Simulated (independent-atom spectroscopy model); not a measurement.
**Characterising GaP on paper**

Ahead of a measurement on GaP, estimate its attenuation of X-rays, its core-loss edges, its fluorescence spectrum and its photoelectron survey.

Method: independent atoms, textbook formulas over atomic cross sections; no chemical shifts or fine structure; level and line energies, yields and scattering factors come from tables; computed with independent-atom spectroscopy model, version 2.

## 1. The sample

| Item | Value |
| --- | --- |
| formula | GaP |
| density | 4.14 g/cm³ (nominal) |
| molar mass | 100.70 g/mol |
| atoms per volume | 49.5 per nm³ |

| element | atoms (%) | mass (%) |
| --- | --- | --- |
| Ga | 50.0 | 69.2 |
| P | 50.0 | 30.8 |

## 2. How far X-rays get

Model: mass attenuation by the mixture rule over the Elam, Ravel and Sieber tables (photoabsorption, coherent and incoherent scattering); narrow-beam half-value layer.

Input values:

```json
{
  "elements": ["Ga", "P"],
  "counts": [1, 1],
  "density": 4.14,
  "photon_energy": [5, 15, 59.54, 63.5, 100, 131.0, 226.0, 300, 511, 661.7]
}
```

Units: density in g/cm³, photon_energy in keV.

## 3. Core-loss edges

Model: core-loss signal of a thin specimen = atoms x partial cross section (first Born, Dirac-Hartree-Slater continuum), each subshell from its own tabulated edge; single scattering, no white lines; K, p, d and f edges from 35 to 3200 eV, the lower partner alone where a pair is split widely.

Input values:

```json
{
  "elements": ["Ga", "P"],
  "counts": [1, 1],
  "density": 4.14,
  "beam_energy": 80,
  "collection_angle": 10,
  "window": 100
}
```

Units: density in g/cm³, beam_energy in keV, collection_angle in mrad, window in eV.

## 4. XRF spectrum

Model: primary fluorescence of a thick sample under monochromatic X-rays (Sherman equation, cascade cross sections of xraylib); no secondary enhancement or detector response; lines over 1 keV and 0.3 percent, close pairs merged; depth is the 1/e depth of the way in and out.

Input values:

```json
{
  "elements": ["Ga", "P"],
  "counts": [1, 1],
  "density": 4.14,
  "photon_energy": 17.479,
  "incidence_angle": 60,
  "take_off_angle": 40
}
```

Units: density in g/cm³, photon_energy in keV, incidence_angle in degrees, take_off_angle in degrees.

## 5. Core-level photoelectron peaks

Model: photoelectron survey: area = atoms x Dirac-Hartree-Slater cross section x dipole angular factor (unpolarised) x TPP-2M path with the stated gap; tabulated elemental binding energies, no chemical shifts, flat transmission; full shells over 14 eV, above 150 eV kinetic energy and 1 percent.

Input values:

```json
{
  "elements": ["Ga", "P"],
  "counts": [1, 1],
  "density": 4.14,
  "photon_energy": 2984.3,
  "source_analyser_angle": 54.7,
  "valence_electrons": 8,
  "tpp_gap_parameter": 2.3
}
```

Units: density in g/cm³, photon_energy in eV, source_analyser_angle in degrees, tpp_gap_parameter in eV.

**Question.** What will these runs give? Wanted: strongest loss edge; strongest fluorescence line; depth of that line; strongest photoelectron peak.

**Answer**, as computed:

| quantity | value |
| --- | --- |
| half-value layer at 5.000 and 661.7 keV | 0.00684 and 23.1 mm |
| strongest loss edge | P L23, 135.3 eV |
| strongest fluorescence line | Ga Kα1+2, 9.243 keV |
| depth of that line | 20.5 μm |
| strongest photoelectron peak | Ga 2p3/2, 1116 eV |

Compton scattering overtakes photoabsorption between 100.0 and 131.0 keV. The strongest feature of the loss spectrum is P L23 at 135.3 eV. With 50 % of the atoms, P carries 82 % of the listed signal. The table's P 2p level lies about 5 eV above that of elemental phosphorus. In the fluorescence the strongest is Ga Kα1+2 at 9.243 keV; Ga gives 100 % of the summed signal with 50 % of the atoms. P shows nothing within the model's range and threshold. In the survey the strongest is Ga 2p3/2 at 1116 eV; Ga gives 75 % of the summed signal with 50 % of the atoms. Independent atoms give no chemical shifts, near-edge structure or detector effects.
